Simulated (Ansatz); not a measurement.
# C (Carbon): further runs on the relaxed cell

One table from this session's results is given with a row withheld; the runs are named, their logs left out.

A COD entry behind a cell of this session may itself be a prediction, so a difference from it is no test against experiment.

Program: Ansatz 0.2.0. Level of theory: DFT r2SCAN, scalar-relativistic, plane waves, PAW. These are calculated values, not measurements.

## The structure to begin with

Symmetry: P6_3/mmc, No. 194, hexagonal system. The conventional cell has a = 2.503 Å, b = 2.503 Å, c = 4.169 Å, α = 90.00°, β = 90.00°, γ = 120.00°. C (site symmetry 3m) has 4 C at 1.54 to 1.56 Å as nearest neighbours.

Structure file:

```cif
data_structure
_symmetry_space_group_name_H-M 'P 1'
_symmetry_Int_Tables_number 1
_cell_length_a 2.5032
_cell_length_b 2.5032
_cell_length_c 4.1689
_cell_angle_alpha 90.000
_cell_angle_beta 90.000
_cell_angle_gamma 120.000
_cell_volume 22.62
loop_
_atom_site_label
_atom_site_type_symbol
_atom_site_fract_x
_atom_site_fract_y
_atom_site_fract_z
_atom_site_occupancy
C1 C 0.33333 0.66667 0.06273 1
C2 C 0.66667 0.33333 0.56273 1
C3 C 0.33333 0.66667 0.43727 1
C4 C 0.66667 0.33333 0.93727 1
```

It is the result of an earlier relaxation at this level (volume 5.66 Å³/atom; gap on the mesh: 3.60 eV).

Set-up of the first run:

Input file input.yaml:

```yaml
crystal:
  lattice:
    - [2.4779069559, 0.0, 0.0]
    - [-1.238953478, 2.145930372, 0.0]
    - [0.0, 0.0, 4.1267713965]
  atoms:
    - { symbol: C, position: [0.3333333333, 0.6666666667, 0.0627335275] }
    - { symbol: C, position: [0.6666666667, 0.3333333333, 0.5627335275] }
    - { symbol: C, position: [0.3333333333, 0.6666666667, 0.4372664725] }
    - { symbol: C, position: [0.6666666667, 0.3333333333, 0.9372664725] }
basis:
  ecutwfc: 500
kpoints:
  mp_grid: { grid: [12, 12, 6] }
hamiltonian:
  xc: r2scan
scf:
  occupations: { method: gaussian, width: 0.02 }
output:
  forces: true
  stress: true
  eigenvalues: true
relax:
  adjacent_minimum: "off"
  f_tol: 0.01
  max_steps: 30
  cell: { stress_tol: 0.1, fix: [volume] }
```

Started as:

```
ansatz run input.yaml --threads 1 --pin off --max-ram 2560MiB --backend cpu --events-out ev --progress --plain --runs-dir out
```

Steps of the session up to this table: The cell scaled to 0.97 of its volume; Volume × 1.03; Point at V/V0 = 0.94; The cell scaled to 1.06 of its volume.

One table of the session follows, with a row left open; its other results are not shown here.

It belongs to the step «Energy against volume». 

| volume (Å³/atom) | energy above the lowest point (meV/atom) | pressure (GPa) | gap on the mesh (eV) |
| --- | --- | --- | --- |
| 5.316 | 31.5 | 31.24 | 3.34 |
| 5.486 | 7.5 | 14.53 | 3.47 |
| 5.656 | 0.0 | 0.00 | 3.60 |
| 5.825 | ? | ? | ? |
| 5.995 | 26.1 | -23.59 | 3.81 |

**Question.** Estimate the row for volume (Å³/atom) = 5.825.

Worked estimate for «energy above the lowest point (meV/atom)». A straight line through the neighbours (5.656, 0.0) and (5.995, 26.1) gives 0.0 + (26.1 − 0.0) × (5.825 − 5.656) / (5.995 − 5.656) = 13.0; a parabola fitted to 3 rows on both sides gives 6.2.

**Answer.** energy above the lowest point (meV/atom): 6.8; pressure (GPa): -12.62; gap on the mesh (eV): 3.71. In «energy above the lowest point (meV/atom)» the line misses by +6.2 and the parabola by -0.6.
